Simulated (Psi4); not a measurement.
# One shape, several levels: doublet [B2H4F2]+

Aim: a comparison of 3 runs (UHF/cc-pVDZ, UMP2/cc-pVDZ, UCCSD/cc-pVDZ) of doublet [B2H4F2]+. 

The results are computed with Psi4 1.11.

### Step 1. The structure to begin with

The species is [B2H4F2]+ (8 atoms), meant as a doublet with charge +1. SMILES of the parent species: `[BH2-]1[F+][BH2-][F+]1`. The shape is that of a PBE0-D4/def2-TZVP optimisation. That shape belongs to the parent species and isn't relaxed for this state.

Bond lengths: B1–F2 1.538 Å, F2–B3 1.538 Å, B1–F4 1.538 Å, B3–F4 1.538 Å, B1–H5 1.190 Å, B1–H6 1.190 Å, B3–H7 1.190 Å, B3–H8 1.190 Å. Some angles: B1–F2–B3 91.9°, F2–B1–F4 88.1°, F2–B3–F4 88.1°, B1–F4–B3 91.9°, F2–B1–H5 110.0°, F2–B1–H6 110.0°, F4–B1–H5 110.0°, F4–B1–H6 110.0°, F2–B3–H7 110.0°, F2–B3–H8 110.0°.

### Step 2. Energy and forces at UHF/cc-pVDZ (run 1)

b2f2h4.dat reads:

```
memory 2.2 GB

molecule {
  1 2
  B     -0.488000     0.947300    -0.293800
  F      0.637300     0.536000     0.670600
  B      0.488000    -0.947200     0.293900
  F     -0.636800    -0.535900    -0.671100
  H     -0.036000     1.557300    -1.210300
  H     -1.440200     1.308400     0.322000
  H      1.440200    -1.309100    -0.321600
  H      0.035400    -1.556800     1.210300
  symmetry c1
}

set {
  basis cc-pVDZ
  reference uhf
  puream true
  e_convergence 1e-09
  d_convergence 1e-08
  scf_type pk
  maxiter 100
}

e, wfn = gradient("scf", return_wfn=True)
oeprop(wfn, "QUADRUPOLE", "MAYER_INDICES", "WIBERG_LOWDIN_INDICES", title="SCF")
print_variables()
```

The run is started by

```console
$ psi4 -i b2f2h4.dat -o b2f2h4.out -n 1
```

b2f2h4.out:

```text
[...]
  Running in c1 symmetry.
[...]
  Nuclear repulsion =  118.500675990828697
[...]
  Multiplicity = 2
[...]
  Nalpha       = 16
  Nbeta        = 15
[...]
    Number of basis functions: 76
[...]
   @UHF iter   1:  -250.11790501703726   -4.20015e-01   3.61863e-03 DIIS/ADIIS
[...]
   @UHF iter  16:  -250.17471092628770   -1.22213e-12   6.51821e-09 DIIS
[...]
   @S^2 Observed:                7.683758135E-01
[...]
  @UHF Final Energy:  -250.17471092628770
   => Energetics <=
    Nuclear Repulsion Energy =            118.5006759908286966
    One-Electron Energy =                -572.9201489526308251
    Two-Electron Energy =                 204.2447620355144124
    Total Energy =                       -250.1747109262877018
  UHF NO Occupations:
  HONO-2 :   14  A 1.9973109
  HONO-1 :   15  A 1.9970651
  HONO-0 :   16  A 1.0000000
  LUNO+0 :   17  A 0.0029349
  LUNO+1 :   18  A 0.0026891
[...]
  -Total Gradient:
     Atom            X                  Y                   Z
    ------   -----------------  -----------------  -----------------
       1       -0.015854270236     0.030724538382    -0.009448385172
       2        0.016552349066     0.013856182704     0.017365157864
       3        0.015695239288    -0.030590220092     0.009547787451
       4       -0.016473750937    -0.013929698432    -0.017412948750
       5       -0.001074047865    -0.015926114322     0.013730357741
       6        0.015938895332    -0.012919752248    -0.004827307109
       7       -0.015877765434     0.012885526430     0.004784796827
       8        0.001093350787     0.015899537576    -0.013739458851
[...]
 Multipole Moments:
 ------------------------------------------------------------------------------------
     Multipole            Electronic (a.u.)      Nuclear  (a.u.)        Total (a.u.)
 ------------------------------------------------------------------------------------
 L = 1.  Multiply by 2.5417464519 to convert [e a0] to [Debye]
 Dipole X            :          0.0001236           -0.0010280           -0.0009044
 Dipole Y            :          0.0014361           -0.0003753            0.0010608
 Dipole Z            :         -0.0005216            0.0007458            0.0002242
 Magnitude           :                                                    0.0014119
 L = 2.  Multiply by 1.3450342976 to convert [e a0^2] to [Debye ang]
 Quadrupole XX       :        -63.2481325           49.4140044          -13.8341281
 Quadrupole XY       :          5.6953023           -8.4198277           -2.7245254
[...]
```

Wall time 4.8 s (1 thread of Intel Xeon 6975P-C (Granite Rapids), shared host); peak memory 0.28 GiB.

### Step 3. A single-point energy at UMP2/cc-pVDZ (run 2)

input.in reads:

```
memory 2.2 GB

molecule system {
  1 2
  B     -0.488000     0.947300    -0.293800
  F      0.637300     0.536000     0.670600
  B      0.488000    -0.947200     0.293900
  F     -0.636800    -0.535900    -0.671100
  H     -0.036000     1.557300    -1.210300
  H     -1.440200     1.308400     0.322000
  H      1.440200    -1.309100    -0.321600
  H      0.035400    -1.556800     1.210300
  symmetry c1
}

set reference uhf
set puream true
set e_convergence 1e-09
set d_convergence 1e-08
set scf_type pk
set num_frozen_docc 4
set mp2_type conv
set maxiter 100

result, w = energy("mp2/cc-pVDZ", return_wfn=True)
print_variables()
```

The run is started by

```console
$ psi4 -i input.in -o input.out -n 1
```

input.out:

```text
[...]
  Running in c1 symmetry.
[...]
  Nuclear repulsion =  118.500675990828697
[...]
  Multiplicity = 2
[...]
  Nalpha       = 16
  Nbeta        = 15
[...]
    Number of basis functions: 76
[...]
   @UHF iter   1:  -250.11790501703726   -4.20015e-01   3.61863e-03 DIIS/ADIIS
[...]
   @UHF iter  16:  -250.17471092628770   -1.22213e-12   6.51821e-09 DIIS
[...]
   @S^2 Observed:                7.683758135E-01
[...]
    Orbital Energies [Eh]
    ---------------------
    Alpha Occupied:
       1A    -26.650612     2A    -26.650579     3A     -7.978535
       4A     -7.978418     5A     -1.979562     6A     -1.918597
       7A     -1.140694     8A     -1.134661     9A     -1.062471
      10A     -1.045866    11A     -0.995554    12A     -0.952566
      13A     -0.924468    14A     -0.859662    15A     -0.820830
      16A     -0.783278
    Alpha Virtual:
      17A     -0.077781    18A     -0.022433    19A      0.000401
      20A      0.034209    21A      0.070222    22A      0.077520
      23A      0.105630    24A      0.122748    25A      0.135444
[...]
  @UHF Final Energy:  -250.17471092628770
   => Energetics <=
    Nuclear Repulsion Energy =            118.5006759908286966
    One-Electron Energy =                -572.9201489526308251
    Two-Electron Energy =                 204.2447620355144124
    Total Energy =                       -250.1747109262877018
  UHF NO Occupations:
  HONO-2 :   14  A 1.9973109
  HONO-1 :   15  A 1.9970651
  HONO-0 :   16  A 1.0000000
  LUNO+0 :   17  A 0.0029349
  LUNO+1 :   18  A 0.0026891
[...]
 Multipole Moments:
 ------------------------------------------------------------------------------------
     Multipole            Electronic (a.u.)      Nuclear  (a.u.)        Total (a.u.)
 ------------------------------------------------------------------------------------
 L = 1.  Multiply by 2.5417464519 to convert [e a0] to [Debye]
 Dipole X            :          0.0001236           -0.0010280           -0.0009044
 Dipole Y            :          0.0014361           -0.0003753            0.0010608
 Dipole Z            :         -0.0005216            0.0007458            0.0002242
 Magnitude           :                                                    0.0014119
[...]
	SCS-MP2 Total Energy (a.u.)        :  -250.74293227674914
	SOS-MP2 Total Energy (a.u.)        :  -250.69305265562633
	SCSN-MP2 Total Energy (a.u.)       :  -250.43807532581607
[...]
	SOS-PI-MP2 Total Energy (a.u.)     :  -250.77944294384943
[...]
	MP2 Total Energy (a.u.)            :  -250.75630123077161
[...]
```

Wall time 4.2 s (1 thread of Intel Xeon 6975P-C (Granite Rapids), shared host); peak memory 0.33 GiB.

### Step 4. A single-point energy at UCCSD/cc-pVDZ (run 3)

run.py reads:

```python
import numpy as np
from ase.calculators.psi4 import Psi4
from ase import Atoms

atoms = Atoms(['B', 'F', 'B', 'F', 'H', 'H', 'H', 'H'], positions=[
    [-0.488000, 0.947300, -0.293800],
    [0.637300, 0.536000, 0.670600],
    [0.488000, -0.947200, 0.293900],
    [-0.636800, -0.535900, -0.671100],
    [-0.036000, 1.557300, -1.210300],
    [-1.440200, 1.308400, 0.322000],
    [1.440200, -1.309100, -0.321600],
    [0.035400, -1.556800, 1.210300],
])
calc = Psi4(atoms=atoms, method='ccsd', basis='cc-pVDZ', memory='2200MB', num_threads=1, charge=1, multiplicity=2, label='b2f2h4', reference='uhf')
calc.psi4.set_options({'puream': True, 'e_convergence': 1e-09, 'd_convergence': 1e-08, 'scf_type': 'pk', 'num_frozen_docc': 4, 'maxiter': 100})
atoms.calc = calc

print(f'energy: {atoms.get_potential_energy():.6f} eV')
```

The run is started by

```console
$ python run.py
```

b2f2h4.dat:

```text
[...]
  Running in c1 symmetry.
[...]
  Nuclear repulsion =  118.500675990828697
[...]
  Multiplicity = 2
[...]
  Nalpha       = 16
  Nbeta        = 15
[...]
    Number of basis functions: 76
[...]
   @UHF iter   1:  -250.11790501703726   -4.20015e-01   3.61863e-03 ADIIS/DIIS
[...]
   @UHF iter  16:  -250.17471092628745   -6.53699e-13   6.51821e-09 DIIS
[...]
   @S^2 Observed:                7.683758135E-01
[...]
    Orbital Energies [Eh]
    ---------------------
    Alpha Occupied:
       1A    -26.650612     2A    -26.650579     3A     -7.978535
       4A     -7.978418     5A     -1.979562     6A     -1.918597
       7A     -1.140694     8A     -1.134661     9A     -1.062471
      10A     -1.045866    11A     -0.995554    12A     -0.952566
      13A     -0.924468    14A     -0.859662    15A     -0.820830
      16A     -0.783278
    Alpha Virtual:
      17A     -0.077781    18A     -0.022433    19A      0.000401
      20A      0.034209    21A      0.070222    22A      0.077520
      23A      0.105630    24A      0.122748    25A      0.135444
[...]
  @UHF Final Energy:  -250.17471092628745
   => Energetics <=
    Nuclear Repulsion Energy =            118.5006759908286966
    One-Electron Energy =                -572.9201489526295745
    Two-Electron Energy =                 204.2447620355134177
    Total Energy =                       -250.1747109262874460
  UHF NO Occupations:
  HONO-2 :   14  A 1.9973109
  HONO-1 :   15  A 1.9970651
  HONO-0 :   16  A 1.0000000
  LUNO+0 :   17  A 0.0029349
  LUNO+1 :   18  A 0.0026891
[...]
 Multipole Moments:
 ------------------------------------------------------------------------------------
     Multipole            Electronic (a.u.)      Nuclear  (a.u.)        Total (a.u.)
 ------------------------------------------------------------------------------------
 L = 1.  Multiply by 2.5417464519 to convert [e a0] to [Debye]
 Dipole X            :          0.0001236           -0.0010280           -0.0009044
 Dipole Y            :          0.0014361           -0.0003753            0.0010608
 Dipole Z            :         -0.0005216            0.0007458            0.0002242
 Magnitude           :                                                    0.0014119
[...]
      * MP2 total energy                      = -250.756301230772152
[...]
      * CCSD total energy                     = -250.782555286731480
```

On the terminal:

```text
energy: -6824.140920 eV
```

Run time: 25 s. Hardware: 1 thread of Intel Xeon 6975P-C (Granite Rapids), shared host; peak memory 0.45 GiB.

### Step 5. All runs side by side

```tsv
run	level	task	frozen core orbitals	energy (Eh)	HOMO energy (eV)	LUMO energy (eV)	⟨S²⟩	wall time
1	UHF/cc-pVDZ	gradient	0	-250.174711	-18.08	-11.94	0.768	4.8 s
2	UMP2/cc-pVDZ	energy	4	-250.756301	-18.08	-11.94	0.768	4.2 s
3	UCCSD/cc-pVDZ	energy	4	-250.782555	-18.08	-11.94	0.768	25 s
```

### Step 6. What came out

| quantity | value |
| --- | --- |
| run 3: total energy | -250.78256 Eh |
| run 3: HOMO energy (Hartree–Fock orbitals) (highest over α and β) | -18.08 eV |
| run 3: LUMO energy (Hartree–Fock orbitals) (lowest over α and β) | -11.94 eV |
| run 3: correlation energy (4 core orbitals frozen) | -607.8 mEh |
| run 3: ⟨S²⟩ of the reference determinant | 0.768 |
| run 3: T1 diagnostic | 0.025 |

In words: Below the UHF energy at the same shape and in the same basis (cc-pVDZ): UMP2 -581.6 mEh; UCCSD -607.8 mEh. All runs together took 34 s, the longest 25 s.
